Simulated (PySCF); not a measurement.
# C2H5ClGeS2: the cost of one run

The runs use PySCF 2.14.0, with density-fitted response routines of our own; the level of theory stands in each step. All values are computed, except where a source is named. Atoms count from 0, in the outputs and in this text.

### Step 1. The molecule as given

11 atoms, charge 0, multiplicity 1; geometry from: GFN2-xTB. The atoms were then displaced at random by about 0.01 Å, so the start is not that level's minimum.

Bonds of the start (Å): Cl0–Ge1 2.14, Ge1–S2 2.25, S2–C3 1.79, C3–C4 1.53, C4–S5 1.83, S5–Ge1 2.23, Ge1–H6 1.54, C3–H7 1.11, C3–H8 1.11, C4–H9 1.07, C4–H10 1.10.

### Step 2. Relaxing the molecule at PBE0-D3(BJ)/def2-SVP

The job: settings as JSON, then the geometry in Å.

```
{"job": {"xc": "PBE0", "basis": "def2-SVP", "d3": "d3bj", "grid": 1, "shake": 0.01, "kind": "geom"}, "charge": 0, "multiplicity": 1}
Cl     3.218030     0.037440     1.384680
Ge     1.788970    -0.058570    -0.206370
S      0.350790     1.673480    -0.298050
C     -1.012990     0.712590     0.362340
C     -1.143970    -0.666780    -0.277460
S      0.312700    -1.698250     0.125450
H      2.624670    -0.178350    -1.498130
H     -1.916090     1.304420     0.121790
H     -0.943300     0.643190     1.468300
H     -1.234150    -0.590340    -1.340540
H     -2.006550    -1.204660     0.142330
```

Run with:

```
$ OMP_NUM_THREADS=1 python probes_run.py task.json out
```

This one command runs all jobs of the session in turn.

Q: Estimate the wall time and peak memory of this first job on 1 thread of Arm Neoverse N1, shared host.

About 2.7 min, with a peak of 0.58 GiB.
